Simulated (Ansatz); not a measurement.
# NdNb: the cost of one run

Program: Ansatz 0.2.0. Level of theory: DFT PBE, scalar-relativistic, plane waves, PAW; 4f electrons in the core of a trivalent norm-conserving potential. These are calculated values, not measurements.

## 1. The system as given

The structure is cubic, space group Fm-3m (No. 225). The conventional cell has a = 5.815 Å, b = 5.815 Å, c = 5.815 Å, α = 90.00°, β = 90.00°, γ = 90.00°. Nd (site symmetry m-3m) is surrounded by 6 Nb at 2.91 Å. Nb (site symmetry m-3m) is surrounded by 6 Nd at 2.91 Å.

Structure file:

```cif
data_structure
_symmetry_space_group_name_H-M 'Fm-3m'
_symmetry_Int_Tables_number 225
_cell_length_a 5.8148
_cell_length_b 5.8148
_cell_length_c 5.8148
_cell_angle_alpha 90.000
_cell_angle_beta 90.000
_cell_angle_gamma 90.000
_cell_volume 196.61
loop_
_atom_site_label
_atom_site_type_symbol
_atom_site_symmetry_multiplicity
_atom_site_Wyckoff_symbol
_atom_site_fract_x
_atom_site_fract_y
_atom_site_fract_z
_atom_site_occupancy
Nd1 Nd 4 a 0.00000 0.00000 0.00000 1
Nb1 Nb 4 b 0.50000 0.00000 0.00000 1
```

A structure generator made this guess: species swapped into a database cell of PrBi (Fm-3m, No. 225), with Nd on the Pr sites and Nb on the Bi sites. Its size is a rough estimate.

## 2. Probe: one point on a coarse mesh

File input.yaml:

```yaml
crystal:
  lattice:
    - [0.0, 2.9074116, 2.9074116]
    - [2.9074116, 0.0, 2.9074116]
    - [2.9074116, 2.9074116, 0.0]
  atoms:
    - { symbol: Nd, position: [0.0, 0.0, 0.0] }
    - { symbol: Nb, position: [0.5, 0.5, 0.5] }
basis:
  ecutwfc: 660
kpoints:
  mp_grid: { grid: [6, 6, 6] }
hamiltonian:
  xc: pbe
  pseudopotentials:
    kind: paw
    azcp: { Nd: "pseudopotentials/pbe/nc/lanthanide_3plus/Nd.nc.azcp" }
scf:
  occupations: { method: gaussian, width: 0.1 }
  lower_state_search: "off"
output:
  forces: true
  stress: true
  eigenvalues: true
```

On the command line:

```bash
ansatz run input.yaml --threads 1 --pin off --max-ram 2560MiB --backend cpu --events-out ev --progress --plain --runs-dir out
```

What time and memory should one allow on 1 thread of AMD EPYC (Zen 3), shared host?

About 5.2 s, with a peak of 0.33 GiB.
